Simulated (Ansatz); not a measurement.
# C3H2F4: how energies converge with the basis set

One table from this session's results is given with a row withheld; the runs are named, their logs left out.

Computed with Ansatz 0.2.0, Gaussian basis. Level: one geometry, several basis sets.

Levels to be run: PBE0-D4/def2-SVP; ωB97M-V/def2-SVP; PBE0-D4/def2-QZVPP; ωB97M-V/def2-QZVPP; the functionals' def2-TZVPP values are taken from earlier runs.

### The relaxed structure

An earlier PBE0-D4 in a triple-zeta def2 set relaxation fixed the geometry.

SMILES `F[C@H]1[C@H](F)C1(F)F`, 9 atoms, charge 0, spin multiplicity 1.

Atoms are counted from 1 here; the program's logs count them from 0.

Bond lengths: F1–C2 1.348 Å, C2–C3 1.508 Å, C2–C5 1.492 Å, C2–H8 1.087 Å, C3–F4 1.348 Å, C3–C5 1.492 Å, C3–H9 1.087 Å, C5–F6 1.332 Å, C5–F7 1.332 Å. Angles: F1–C2–C3 119.1°, F1–C2–C5 121.1°, F1–C2–H8 114.5°, C3–C2–C5 59.6°, C3–C2–H8 116.5°, C5–C2–H8 115.4°, C2–C3–F4 119.1°, C2–C3–C5 59.6°, C2–C3–H9 116.5°, F4–C3–C5 121.1°, F4–C3–H9 114.5°, C5–C3–H9 115.4°, C2–C5–C3 60.7°, C2–C5–F6 120.3°, C2–C5–F7 117.9°, C3–C5–F6 117.9°, C3–C5–F7 120.3°, F6–C5–F7 111.4°.

Coordinates:

```xyz
9
C3H2F4
F    -0.9032   -0.4722    1.7003
C     0.0466   -0.4636    0.7433
C    -0.3713   -0.3664   -0.7027
F     0.2512   -1.1369   -1.6175
C     0.3354    0.7699   -0.0439
F    -0.3541    1.8871    0.1805
F     1.6058    1.0354   -0.3432
H     0.9078   -1.0906    0.9585
H    -1.4297   -0.2089   -0.8925
```

The first run:

The input, in.yaml:

```yaml
crystal:
  periodic: [false, false, false]
  atoms:
    - {symbol: F, position_ang: [-0.903172, -0.472181, 1.700329]}
    - {symbol: C, position_ang: [0.046581, -0.463634, 0.743301]}
    - {symbol: C, position_ang: [-0.371318, -0.366409, -0.702701]}
    - {symbol: F, position_ang: [0.251171, -1.136851, -1.617542]}
    - {symbol: C, position_ang: [0.335429, 0.769945, -0.043883]}
    - {symbol: F, position_ang: [-0.354104, 1.887090, 0.180532]}
    - {symbol: F, position_ang: [1.605784, 1.035389, -0.343171]}
    - {symbol: H, position_ang: [0.907766, -1.090626, 0.958496]}
    - {symbol: H, position_ang: [-1.429736, -0.208924, -0.892461]}
basis:
  gaussian: {orbitals: def2-SVP}
hamiltonian: {xc: pbe0, dispersion: d4}
output: {orbitals: {seedname: orbitals}}
```

Steps of the session up to this table: PBE0-D4 in def2-SVP; ωB97M-V in def2-SVP; PBE0-D4 in def2-QZVPP; ωB97M-V in def2-QZVPP.

One of the session's tables, all rows but one given; the rest of the session is left out.

It belongs to the step «Density functionals: the series». 

| functional | basis | HOMO (eV) | LUMO (eV) |
| --- | --- | --- | --- |
| PBE0-D4 | def2-SVP | -8.59 | 0.56 |
| PBE0-D4 | def2-TZVPP | -8.73 | 0.17 |
| PBE0-D4 | def2-QZVPP | ? | ? |
| ωB97M-V | def2-SVP | -10.92 | 2.78 |
| ωB97M-V | def2-TZVPP | -11.08 | 2.25 |
| ωB97M-V | def2-QZVPP | -11.14 | 1.70 |

Estimate the missing values for PBE0-D4, def2-QZVPP.

**Answer.** HOMO (eV): -8.78; LUMO (eV): -0.02. In the column «HOMO (eV)» it lies between ωB97M-V, def2-SVP (-10.92) and PBE0-D4, def2-TZVPP (-8.73).
